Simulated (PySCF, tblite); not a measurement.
# C₆H₁₃FSi₂: geometry, infrared bands and NMR shifts

Wanted: the infrared bands and NMR shifts of C₆H₁₃FSi₂ (`C[SiH2]/C=C1\CC[SiH2][C@@H]1F`), by calculation.

The runs use tblite 0.8.0 and PySCF 2.14.0, with density-fitted response routines of our own; the level of theory stands in each step. All values are computed, except where a source is named. Atoms count from 0, in the outputs and in this text.

## Step 1: The starting structure

22 atoms, charge 0, multiplicity 1; geometry from: force field or distance geometry start.

Bonds of the start (Å): C0–Si1 1.89, Si1–C2 1.86, C2–C3 1.37, C3–C4 1.44, C4–C5 1.47, C5–Si6 1.86, Si6–C7 1.87, C7–F8 1.39, C7–C3 1.46, C0–H9 1.10, C0–H10 1.09, C0–H11 1.12, Si1–H12 1.46, Si1–H13 1.45, C2–H14 1.06, C4–H15 1.11, C4–H16 1.13, C5–H17 1.11, C5–H18 1.11, Si6–H19 1.46, Si6–H20 1.47, C7–H21 1.11.

## Step 2: Optimising the geometry with GFN2-xTB

Job settings and geometry (Å):

```
{"job": {"kind": "relax", "xc": "GFN2-xTB", "basis": "xTB"}, "charge": 0, "multiplicity": 1}
C      3.818700     0.238100     0.403200
Si     2.058500     0.718600    -0.097800
C      0.899300    -0.646800     0.407100
C     -0.387600    -0.529400    -0.040600
C     -0.858500     0.572900    -0.842800
C     -2.281000     0.908100    -0.654700
Si    -2.996200    -0.545200     0.253700
C     -1.406000    -1.528600     0.285400
F     -1.168800    -2.033300     1.561500
H      4.511900     0.753900    -0.280600
H      3.991900    -0.841600     0.375800
H      4.015200     0.597500     1.447500
H      2.059200     0.845400    -1.554900
H      1.709500     1.978100     0.531700
H      1.183100    -1.469500     1.003700
H     -0.626800     0.381600    -1.912800
H     -0.234800     1.480600    -0.572500
H     -2.779000     0.930100    -1.648900
H     -2.510700     1.848400    -0.121500
H     -4.069900    -1.219500    -0.474100
H     -3.410600    -0.083000     1.590700
H     -1.527900    -2.337300    -0.461400
```

On the command line:

```console
$ OMP_NUM_THREADS=1 python probes_run.py task.json out
```

This one command runs all jobs of the session in turn.

**Question.** This job is followed by: GFN2-xTB harmonic vibrations, gas phase; GIAO PBE0/pcSseg-1 NMR shielding, non-relativistic, gas phase. Predict these results of the whole session: strongest single infrared mode (GFN2-xTB); zero-point energy (GFN2-xTB); 13C shifts against TMS (PBE0/pcSseg-1); 1H shifts against TMS (PBE0/pcSseg-1, means over atoms taken as alike); 29Si shifts against TMS (PBE0/pcSseg-1); 19F shifts against CFCl3 (PBE0/pcSseg-1).

The runs gave:

| quantity | value |
| --- | --- |
| strongest single infrared mode (GFN2-xTB) | 2171 cm⁻¹, 463 km/mol |
| zero-point energy (GFN2-xTB) | 104.0 kcal/mol |
| 13C shifts against TMS (PBE0/pcSseg-1) | 171.6, 116.9, 93.8, 33.9, 8.5, -7.2 ppm |
| 1H shifts against TMS (PBE0/pcSseg-1, means over atoms taken as alike) | 5.83, 5.66, 4.59, 4.59, 4.30, 4.24, 2.62, 2.15, 1.16, 1.01, 0.29 ppm |
| 29Si shifts against TMS (PBE0/pcSseg-1) | -39.4, -59.6 ppm |
| 19F shifts against CFCl3 (PBE0/pcSseg-1) | -257.9 ppm |

In words: Over 144 steps the energy fell by 0.745 eV; of the close pairs, C4–C5 changed most, 1.474 to 1.537 Å. No mode is imaginary among the 60: a minimum at this level. The strongest single mode, at 2171 cm⁻¹, moves mainly H13 and H12. GFN2-xTB is a fitted tight-binding method: band positions and strengths are rough. Its intensities can rank the bands wrongly. H14 (hydrogen on an alkene CH) lies farthest downfield among hydrogen, at 5.83 ppm; olefinic region. At PBE0/pcSseg-1: The widest tensor belongs to C3: span 231 ppm, with a paramagnetic part of -251 ppm.
